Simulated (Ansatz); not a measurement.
# Zr3Ag: the cost of one run

Computed with Ansatz 0.2.0, driven from Python. Level of theory: DFT LDA, plane waves, PAW.

### 1 The system

It takes space group Pm-3m (No. 221, cubic). Conventional cell: a = 4.416 Å, b = 4.416 Å, c = 4.416 Å, α = 90.00°, β = 90.00°, γ = 90.00°. Zr (site symmetry 4/mmm) is surrounded by 8 Zr at 3.12 Å and 4 Ag at 3.12 Å. Around Ag (site symmetry m-3m) lie 12 Zr at 3.12 Å.

The script holds or builds the structure itself.

### 2 The script

Input file zr3ag_phonons.py:

```python
"""Lattice dynamics of Zr3Ag in a supercell."""

from pathlib import Path
import warnings

import ansatz as az
import numpy as np

ECUT = 450
XC = "lda"
SMEARING = "Gaussian"
KGRID = (6, 6, 6)


def main() -> None:
    warnings.simplefilter("ignore", az.DeckWarning)

    system = (
        az.Lattice.of([4.416495, 0.0, 0.0], [0.0, 4.416495, 0.0], [0.0, 0.0, 4.416495])
        .atom("Zr", [0.5, 0.5, 0.0])
        .atom("Zr", [0.0, 0.5, 0.5])
        .atom("Zr", [0.5, 0.0, 0.5])
        .atom("Ag", [0.0, 0.0, 0.0])
    )

    # the cell itself: zone-centre modes alone
    job = (
        system.calculation()
        .basis(ECUT)
        .functional(XC)
        .occupations(SMEARING)
        .pseudopotentials("paw")
        .kpoints(*KGRID)
        .phonons("fd", supercell=1)
    )
    res = job.run(threads=1, backend="cpu", runs_dir="runs")
    folder = Path(res.output_folder) / "results"
    ph = res.phonons

    print("modes at Gamma (1/cm):", np.round(ph.gamma_omega_inv_cm, 1) + 0.0)
    print(f"{ph.n_members} displaced supercells, sum-rule residual {ph.asr_residual_pre_ev_ang2:.1e} eV/A^2")
    optical = np.sort(ph.gamma_omega_inv_cm)
    print("imaginary modes at Gamma:", int((optical < -10).sum()), "- highest mode", round(float(optical[-1]), 1), "1/cm")


if __name__ == "__main__":
    main()
```

### 3 Running it

The run is started by

```sh
$ python zr3ag_phonons.py
```

Q: Estimate wall time and peak memory on 1 thread of Arm Neoverse V2, shared host.

About 27 s, with a peak of 0.51 GiB.
